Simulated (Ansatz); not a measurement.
# AlBFH5O2Si: the cost of one run

All numbers are computed with Ansatz 0.2.0 through its Python package. Level of theory: r2SCAN/6-31G*.

### 1 The structure

Bond lengths: O1–B2 1.437 Å, B2–O3 1.435 Å, O3–Si4 1.735 Å, B2–Al5 2.057 Å, Al5–F6 1.820 Å, O1–H7 0.955 Å, Si4–H8 1.486 Å, Si4–H9 1.541 Å, Si4–H10 1.404 Å, Al5–H11 1.609 Å. Angles: O1–B2–O3 117.4°, O1–B2–Al5 121.5°, O3–B2–Al5 120.8°, B2–O1–H7 106.6°, B2–O3–Si4 109.5°, O3–Si4–H8 107.2°, O3–Si4–H9 108.4°, O3–Si4–H10 114.1°, H8–Si4–H9 108.1°, H8–Si4–H10 109.7°, H9–Si4–H10 109.2°, B2–Al5–F6 120.4°, B2–Al5–H11 121.3°, F6–Al5–H11 118.3°.

The script holds or builds the structure itself.

### 2 Script

energy.py

```python
# -*- coding: utf-8 -*-
import sys

import ansatz as az

GEOMETRY = """
O    -1.04530    0.01810   -1.83140
B    -0.28840    0.52210   -0.71820
O     1.12190    0.25680   -0.70340
Si    1.42230   -1.22930    0.13920
Al   -1.15000    1.72060    0.71460
F    -0.15210    2.37560    2.08840
H    -1.42060   -0.81410   -1.55160
H     0.69160   -2.30080   -0.58600
H     0.82310   -1.11490    1.55450
H     2.78160   -1.56710    0.23930
H    -2.71860    2.07600    0.67520
"""

molecule = az.Crystal.molecule()
for line in GEOMETRY.strip().splitlines():
    symbol, *xyz = line.split()
    molecule = molecule.atom(symbol, [float(v) for v in xyz])

setup = (
    molecule.calculation()
    .basis(gaussian="6-31G*")
    .functional("r2SCAN")
)
try:
    rep = setup.run().report
except az.AnsatzError as error:
    sys.exit(f"{type(error).__name__}: {error}")

print(f"E = {rep['free_energy_ev']:.6f} eV = {rep['free_energy_ev'] / 27.211386246:.7f} Ha")
print("converged:", rep["converged"], " doubts:", rep["published_state_doubts"] or "none")

state = rep["mean_field"]["state"]
print(f"mean field: {state['energy']['hartree']:.7f} Ha, <S^2> = {abs(state['spin_squared']):.4f}, stability: {state.get('stability', {}).get('kind')}")
```

### 3 Running it

The run is started by

```sh
$ python energy.py
```

What time and memory should one allow on 1 thread of Arm Neoverse V1, shared host?

About 8.2 s, with a peak of 0.23 GiB.
